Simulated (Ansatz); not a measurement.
**BiP (wurtzite): a single-point run**

Wanted: a converged single-point run for BiP (wurtzite), and a check of what comes out. The structure is shown as the input types it.

Computed with Ansatz 0.2.0 (DFT PBE, scalar-relativistic, plane waves, PAW, unless a step's input says otherwise).

1 further run of the same task is left out (set aside as unsound or not needed). Runs told in other sessions of the task aren't counted.

### 1 The starting structure

The structure is hexagonal, space group P6_3mc (No. 186). The conventional cell has a = 3.433 Å, b = 3.433 Å, c = 4.322 Å, α = 90.00°, β = 90.00°, γ = 120.00°. Bi (site symmetry 3m) has 5 P at 1.89 to 2.43 Å in its first shell of neighbours. P (site symmetry 3m) is surrounded by 5 Bi at 1.89 to 2.43 Å.

Coordinates:

```
Bi P
1.0
     3.43337    0.00000    0.00000
    -1.71668    2.97338    0.00000
     0.00000    0.00000    4.32160
Bi P
2 2
Direct
  0.66667 0.33333 0.03177
  0.33333 0.66667 0.53177
  0.66667 0.33333 0.59343
  0.33333 0.66667 0.09343
```

### 2 Running it

File input.yaml:

```yaml
crystal:
  lattice:
    - [3.43336915, 0.0, 0.0]
    - [-1.71668458, 2.97338491, 0.0]
    - [0.0, 0.0, 4.32159839]
  atoms:
    - { symbol: Bi, position: [0.6666666666667, 0.3333333333333, 0.0317686379] }
    - { symbol: Bi, position: [0.3333333333333, 0.6666666666667, 0.5317686379] }
    - { symbol: P, position: [0.6666666666667, 0.3333333333333, 0.5934313621] }
    - { symbol: P, position: [0.3333333333333, 0.6666666666667, 0.0934313621] }
basis:
  ecutwfc: 420
  ecutrho_ratio: 4
kpoints:
  mp_grid: { grid: [8, 8, 6] }
hamiltonian:
  xc: pbe
scf:
  occupations: { method: gaussian, width: 0.05 }
  max_iter: 100
output:
  forces: true
  stress: true
```

On the command line:

```console
$ ansatz run input.yaml --threads 2 --pin off --max-ram 2662MiB --backend cpu --events-out ev --progress --plain --runs-dir out
```

What happens when this is run?

The program finished normally. It gives a pressure of 448 GPa and a largest force of 12.9 eV/Å, which is large; a structure far from rest gives such values too, whatever the setting.

The structure was scaled down until the atoms press into each other. The shortest distance in the input is 1.89 Å, between atoms 1 (Bi) and 3 (P).

What to do: use the intended lattice or bond lengths.
